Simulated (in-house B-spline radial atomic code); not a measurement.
# Excitations of Cd²⁺ as exact exchange is dialled in, part 1 of 2

Aim: follow the lowest excitations, the threshold and the polarisability of Cd²⁺ as the share of exact exchange in a PBE hybrid goes from none to all.

The numbers are computed with in-house B-spline radial atomic code version 1 (linear response of a closed shell, each method with its own adiabatic kernel; spin-free one-electron X2C, finite nucleus; B-spline basis; no spin-orbit coupling, no double excitations; only terms of natural parity, (−1)^L, with L up to 3 are computed), except any that are marked as measured or tabulated.

### 1 The atom as given

| Item | Value |
| --- | --- |
| element | cadmium (Z = 48) |
| charge | +2 |
| configuration | [Kr] 4d10 |
| runs | 0 % exact exchange; 10 % exact exchange; 20 % exact exchange; 30 % exact exchange; 40 % exact exchange; 50 % exact exchange; 60 % exact exchange; 70 % exact exchange; 80 % exact exchange; 90 % exact exchange; 100 % exact exchange |

The outer shells:

Cd²⁺
```
[Kr] core
4d [↑↓][↑↓][↑↓][↑↓][↑↓]
```

Rows of excitations, here in order of energy, give L, multiplicity, 0 for full response or 1 for Tamm-Dancoff, hole, particle, weight of that channel, energy (hartree) and multipole strength; threshold is minus the highest occupied level of the method. polarisability lists the dipole (1), quadrupole (2) and octupole (3) values; f_sum adds the dipole strengths of the shells that respond, at most the outer three principal shells; real and imaginary give α at real and imaginary frequencies.

### 2 0 % exact exchange

Input settings:

```ini
Z = 48
electrons = 46.0
configuration = [Kr] 4d10
hamiltonian = x2c
method = pbeh
box_radius = 29.48
exact_exchange_fraction = 0.0
rms_radius = 4.6087
intervals = 73
```

Started as:

```bash
python run_td.py task.json out
```

task.json lists these runs, among others, and the program works through them in turn.

The program writes no log. Results of the run, from its result record (rounded, main fields):

```text
{
  "status": "converged",
  "c6 [hartree bohr^6]": 28.92112,
  "f_sum": 44.4845,
  "imaginary [hartree, bohr^3]": {
    "u": [0.0, 0.156, 0.364, 0.624, 1.04, 1.56, 2.34, 3.64, 5.2, 7.79, 13.0, 26.0],
    "alpha": [5.65885, 5.49813, 4.93881, 4.1304, 3.09287, 2.22655, 1.45195, 0.815978, 0.47967, 0.25265, 0.110814, 0.0366308]
  },
  "real [hartree, bohr^3]": {"omega": [0.0607, 0.152, 0.243, 0.334, 0.425, 0.485, 0.546], "alpha": [5.68469, 5.82828, 6.13281, 6.70424, 7.86927, 9.55098, 14.5019]},
  "excitations": [
    [2, 3, 0, "4d", "5s", 0.999, 0.320083, 0.0],
    [2, 3, 1, "4d", "5s", 1.0, 0.321073, 0.0],
    [2, 1, 0, "4d", "5s", 1.0, 0.34536, 1.4307],
    [2, 1, 1, "4d", "5s", 1.0, 0.345993, 1.5168],
    [1, 3, 0, "4d", "5p", 0.998, 0.563478, 0.0],
    [1, 3, 1, "4d", "5p", 0.999, 0.564456, 0.0],
    [3, 3, 0, "4d", "5p", 0.999, 0.568156, 0.0],
    [3, 3, 1, "4d", "5p", 1.0, 0.568784, 0.0],
    [3, 1, 0, "4d", "5p", 1.0, 0.579125, 17.564],
    [3, 1, 1, "4d", "5p", 1.0, 0.579188, 17.312],
    [1, 1, 0, "4d", "5p", 0.995, 0.606844, 0.71032],
    [1, 1, 1, "4d", "5p", 0.997, 0.609614, 0.80166],
    [2, 3, 0, "4d", "6s", 0.998, 0.835599, 0.0],
    [2, 3, 1, "4d", "6s", 0.998, 0.83573, 0.0],
    [2, 1, 0, "4d", "6s", 0.993, 0.839583, 0.026028],
    [2, 1, 1, "4d", "6s", 0.993, 0.839688, 0.018581],
    [0, 3, 0, "4d", "5d", 1.0, 0.84048, 0.0],
    [0, 3, 1, "4d", "5d", 1.0, 0.840934, 0.0],
    [2, 3, 0, "4d", "5d", 0.999, 0.852864, 0.0],
    [2, 3, 1, "4d", "5d", 0.998, 0.85299, 0.0],
    "... 68 more rows left out ..."
  ],
  "polarisability [au]": {"1": 5.658853, "2": 22.94069, "3": 109.2111},
  "threshold [hartree]": 1.118522,
  "highest [hartree]": ["4d", -1.118522],
  "lowest_empty [hartree]": -0.7827295,
  "responding_from_n": 2,
  "orbital_gaps [hartree]": {"4d-5s": 0.3357924, "4d-5p": 0.5822846, "4d-5d": 0.8581123, "4d-4f": 0.9782496}
}
```

Wall time 4.3 s (1 thread of Arm Neoverse N1, shared host); peak memory 0.18 GiB.

Lowest ¹P state: 4d→5p ¹P at 16.513 eV, oscillator strength 0.710. α = 5.659 bohr³.

The states in eV; those that feel the box are left out:

```csv
state,weight,full (eV),Tamm-Dancoff (eV),f
4d→5s ³D,1.00,8.710,8.737,-
4d→5s ¹D,1.00,9.398,9.415,-
4d→5p ³P,1.00,15.333,15.360,-
4d→5p ³F,1.00,15.460,15.477,-
4d→5p ¹F,1.00,15.759,15.761,-
4d→5p ¹P,0.99,16.513,16.588,0.710
4d→6s ³D,1.00,22.738,22.741,-
4d→6s ¹D,0.99,22.846,22.849,-
4d→5d ³S,1.00,22.871,22.883,-
4d→5d ³D,1.00,23.208,23.211,-
4d→5d ¹D,0.99,23.381,23.389,-
4d→5d ¹S,1.00,24.339,24.472,-
4d→6p ³P,1.00,24.573,24.578,-
4d→6p ³F,1.00,24.607,24.610,-
```

### 3 10 % exact exchange

Changes to the settings of step 2:

```diff
@@ -6,3 +6,3 @@
 box_radius = 29.48
-exact_exchange_fraction = 0.0
+exact_exchange_fraction = 0.1
 rms_radius = 4.6087
```

Results of the run:

```text
{
  "status": "converged",
  "c6 [hartree bohr^6]": 28.35159,
  "f_sum": 44.4846,
  "excitations": [
    [2, 3, 0, "4d", "5s", 0.999, 0.330538, 0.0],
    [2, 3, 1, "4d", "5s", 1.0, 0.331541, 0.0],
    [2, 1, 0, "4d", "5s", 1.0, 0.356047, 1.457],
    [2, 1, 1, "4d", "5s", 1.0, 0.356661, 1.5439],
    [1, 3, 0, "4d", "5p", 0.998, 0.574429, 0.0],
    [1, 3, 1, "4d", "5p", 0.999, 0.575436, 0.0],
    [3, 3, 0, "4d", "5p", 0.999, 0.580267, 0.0],
    [3, 3, 1, "4d", "5p", 1.0, 0.580925, 0.0],
    [3, 1, 0, "4d", "5p", 1.0, 0.591413, 17.498],
    [3, 1, 1, "4d", "5p", 1.0, 0.591473, 17.25],
    [1, 1, 0, "4d", "5p", 0.995, 0.61837, 0.71787],
    [1, 1, 1, "4d", "5p", 0.997, 0.621111, 0.80903],
    [2, 3, 0, "4d", "6s", 0.998, 0.851904, 0.0],
    [2, 3, 1, "4d", "6s", 0.998, 0.852037, 0.0],
    [0, 3, 0, "4d", "5d", 1.0, 0.854526, 0.0],
    [0, 3, 1, "4d", "5d", 1.0, 0.855041, 0.0],
    "... 72 more rows left out ..."
  ],
  "polarisability [au]": {"1": 5.557955, "2": 22.12421, "3": 104.5257},
  "threshold [hartree]": 1.150364,
  "highest [hartree]": ["4d", -1.150364],
  "lowest_empty [hartree]": -0.7613056,
  "orbital_gaps [hartree]": {"4d-5s": 0.3890579, "4d-5p": 0.6309924, "4d-5d": 0.8975106, "4d-4f": 1.012619}
}
```

Wall time 5.7 s (1 thread of Arm Neoverse N1, shared host); peak memory 0.18 GiB.

Lowest ¹P state: 4d→5p ¹P at 16.827 eV, oscillator strength 0.718. α = 5.558 bohr³.

### 4 20 % exact exchange

Changes to the settings of step 3:

```diff
@@ -6,3 +6,3 @@
 box_radius = 29.48
-exact_exchange_fraction = 0.1
+exact_exchange_fraction = 0.2
 rms_radius = 4.6087
```

Results of the run:

```text
{
  "status": "converged",
  "c6 [hartree bohr^6]": 27.80459,
  "f_sum": 44.4847,
  "excitations": [
    [2, 3, 0, "4d", "5s", 0.999, 0.341042, 0.0],
    [2, 3, 1, "4d", "5s", 0.999, 0.342067, 0.0],
    [2, 1, 0, "4d", "5s", 1.0, 0.366795, 1.4833],
    [2, 1, 1, "4d", "5s", 1.0, 0.367393, 1.5709],
    [1, 3, 0, "4d", "5p", 0.998, 0.585386, 0.0],
    [1, 3, 1, "4d", "5p", 0.999, 0.586433, 0.0],
    [3, 3, 0, "4d", "5p", 0.999, 0.592438, 0.0],
    [3, 3, 1, "4d", "5p", 0.999, 0.593136, 0.0],
    [3, 1, 0, "4d", "5p", 1.0, 0.603766, 17.437],
    [3, 1, 1, "4d", "5p", 1.0, 0.60383, 17.192],
    [1, 1, 0, "4d", "5p", 0.995, 0.629917, 0.72546],
    [1, 1, 1, "4d", "5p", 0.997, 0.632636, 0.81644],
    [2, 3, 0, "4d", "6s", 0.998, 0.86825, 0.0],
    [2, 3, 1, "4d", "6s", 0.998, 0.868387, 0.0],
    [0, 3, 0, "4d", "5d", 1.0, 0.868561, 0.0],
    [0, 3, 1, "4d", "5d", 1.0, 0.869146, 0.0],
    "... 72 more rows left out ..."
  ],
  "polarisability [au]": {"1": 5.461043, "2": 21.35563, "3": 100.1252},
  "threshold [hartree]": 1.182411,
  "highest [hartree]": ["4d", -1.182411],
  "lowest_empty [hartree]": -0.7401302,
  "orbital_gaps [hartree]": {"4d-5s": 0.4422812, "4d-5p": 0.6795394, "4d-5d": 0.936592, "4d-4f": 1.046856}
}
```

It took 5.6 s on 1 thread of Arm Neoverse N1, shared host; peak memory 0.18 GiB.

The first dipole-allowed state is 4d→5p ¹P, 17.141 eV (f = 0.725). α = 5.461 bohr³.

### 5 30 % exact exchange

Changes to the settings of step 4:

```diff
@@ -6,3 +6,3 @@
 box_radius = 29.48
-exact_exchange_fraction = 0.2
+exact_exchange_fraction = 0.3
 rms_radius = 4.6087
```

Results of the run:

```text
{
  "status": "converged",
  "c6 [hartree bohr^6]": 27.27892,
  "f_sum": 44.4848,
  "excitations": [
    [2, 3, 0, "4d", "5s", 0.998, 0.351595, 0.0],
    [2, 3, 1, "4d", "5s", 0.999, 0.35265, 0.0],
    [2, 1, 0, "4d", "5s", 1.0, 0.3776, 1.5097],
    [2, 1, 1, "4d", "5s", 1.0, 0.378188, 1.5978],
    [1, 3, 0, "4d", "5p", 0.998, 0.59635, 0.0],
    [1, 3, 1, "4d", "5p", 0.999, 0.597445, 0.0],
    [3, 3, 0, "4d", "5p", 0.999, 0.604669, 0.0],
    [3, 3, 1, "4d", "5p", 0.999, 0.605414, 0.0],
    [3, 1, 0, "4d", "5p", 1.0, 0.616182, 17.38],
    [3, 1, 1, "4d", "5p", 1.0, 0.616256, 17.138],
    [1, 1, 0, "4d", "5p", 0.995, 0.641484, 0.7331],
    [1, 1, 1, "4d", "5p", 0.997, 0.644188, 0.82388],
    [0, 3, 0, "4d", "5d", 1.0, 0.882585, 0.0],
    [0, 3, 1, "4d", "5d", 1.0, 0.883247, 0.0],
    [2, 3, 0, "4d", "6s", 0.997, 0.884636, 0.0],
    [2, 3, 1, "4d", "6s", 0.997, 0.884778, 0.0],
    "... 72 more rows left out ..."
  ],
  "polarisability [au]": {"1": 5.367903, "2": 20.63123, "3": 95.98833},
  "threshold [hartree]": 1.214662,
  "highest [hartree]": ["4d", -1.214662],
  "lowest_empty [hartree]": -0.7192112,
  "orbital_gaps [hartree]": {"4d-5s": 0.4954508, "4d-5p": 0.7279056, "4d-5d": 0.9753666, "4d-4f": 1.081005}
}
```

It took 5.6 s on 1 thread of Arm Neoverse N1, shared host; peak memory 0.18 GiB.

Lowest ¹P state: 4d→5p ¹P at 17.456 eV, oscillator strength 0.733. α = 5.368 bohr³.

### 6 40 % exact exchange

Changes to the settings of step 5:

```diff
@@ -6,3 +6,3 @@
 box_radius = 29.48
-exact_exchange_fraction = 0.3
+exact_exchange_fraction = 0.4
 rms_radius = 4.6087
```

Results of the run:

```text
{
  "status": "converged",
  "c6 [hartree bohr^6]": 26.77344,
  "f_sum": 44.4849,
  "excitations": [
    [2, 3, 0, "4d", "5s", 0.998, 0.362194, 0.0],
    [2, 3, 1, "4d", "5s", 0.999, 0.363287, 0.0],
    [2, 1, 0, "4d", "5s", 1.0, 0.388462, 1.5361],
    [2, 1, 1, "4d", "5s", 1.0, 0.389045, 1.6246],
    [1, 3, 0, "4d", "5p", 0.997, 0.607319, 0.0],
    [1, 3, 1, "4d", "5p", 0.999, 0.608473, 0.0],
    [3, 3, 0, "4d", "5p", 0.999, 0.616957, 0.0],
    [3, 3, 1, "4d", "5p", 0.999, 0.617758, 0.0],
    [3, 1, 0, "4d", "5p", 1.0, 0.628658, 17.328],
    [3, 1, 1, "4d", "5p", 1.0, 0.628749, 17.088],
    [1, 1, 0, "4d", "5p", 0.995, 0.65307, 0.74079],
    [1, 1, 1, "4d", "5p", 0.997, 0.655766, 0.83136],
    [0, 3, 0, "4d", "5d", 1.0, 0.896597, 0.0],
    [0, 3, 1, "4d", "5d", 1.0, 0.897345, 0.0],
    [2, 3, 0, "4d", "6s", 0.997, 0.90106, 0.0],
    [2, 3, 1, "4d", "6s", 0.996, 0.901208, 0.0],
    "... 72 more rows left out ..."
  ],
  "polarisability [au]": {"1": 5.278334, "2": 19.94762, "3": 92.09552},
  "threshold [hartree]": 1.247111,
  "highest [hartree]": ["4d", -1.247111],
  "lowest_empty [hartree]": -0.6985571,
  "orbital_gaps [hartree]": {"4d-5s": 0.5485542, "4d-5p": 0.7760697, "4d-5d": 1.013848, "4d-4f": 1.115107}
}
```

Wall time 5.6 s (1 thread of Arm Neoverse N1, shared host); peak memory 0.18 GiB.

Lowest ¹P state: 4d→5p ¹P at 17.771 eV, oscillator strength 0.741. α = 5.278 bohr³.

(Continued in part 2 of 2.)
